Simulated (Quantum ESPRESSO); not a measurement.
# Al3Pd: Wannier functions under several settings

```
Pd Al
1.0
     3.94691    0.00000    0.00000
     0.00000    3.94691    0.00000
     0.00000    0.00000    3.94691
Pd Al
1 3
Direct
  0.00000 0.00000 0.00000
  0.50000 0.50000 0.00000
  0.50000 0.00000 0.50000
  0.00000 0.50000 0.50000
```

The cell comes from a database or a generator and needn't be the stable form of this composition.

All runs used Quantum ESPRESSO 7.5; potentials GBRV 1.5 LDA; k mesh 6 × 6 × 6; given cell; no spin polarisation; cutoff 612 eV; occupations fermi-dirac, width 0.05 eV.

| level | start | Wannier mesh | spread a function (Å²) | RMS miss of the bands (meV) |
| --- | --- | --- | --- | --- |
| LDA | atomic projections with disentanglement | 4 × 4 × 4 | ? | ? |
| LDA | atomic projections with disentanglement, not minimised | 4 × 4 × 4 | 2.04 | 46 |
| LDA | SCDM with an erfc weight | 4 × 4 × 4 | 3.15 | 41 |

Q: What stands in the row left open?

A: Spread a function 1.63 Å²; RMS miss of the bands 22 meV.

Caveats: the Wannier minimisation didn't converge (some runs).

For the row left open. Caveat: the Wannier minimisation didn't converge.
